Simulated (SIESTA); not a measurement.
Mn, a sheet with vacuum:

```
CELL_PARAMETERS angstrom
2.61432 0.00000 0.00000
0.00000 2.61432 0.00000
0.00000 0.00000 23.80000
ATOMIC_POSITIONS crystal
Mn 0.00000 0.00000 0.29412
```

The cell was built by a generator and needn't be a form met in nature.

Base run:

| Item | Value |
| --- | --- |
| Program | SIESTA 5.4.2 |
| Functional | PBE |
| Potentials or basis | PseudoDojo 0.4 standard (PBE files) |
| Basis | DZP (energy shift 0.003 Ry; two zetas on semicore shells) |
| Grid cutoff | 800 Ry |
| Energy shift | 0.003 Ry |
| k mesh | 10 × 10 × 1 |
| Occupations | fermi-dirac, width 0.05 eV |
| Spin | collinear spin, ferromagnetic start |
| Starting moments | [4.0] μB |

Its results: band gap on the k mesh none (metal or under the smearing width); net moment 4.41 μB per cell; site moments Mn +4.41 μB.

Problem. The run is repeated on the same cell with these changes: functional from PBE to vdW-DF2. What comes out?

Solution. Band gap on the k mesh none (metal or under the smearing width); net moment 4.30 μB per cell; site moments Mn +4.30 μB.

Caveats: the basis of atomic orbitals isn't converged, which shifts pressures, moduli and gaps.
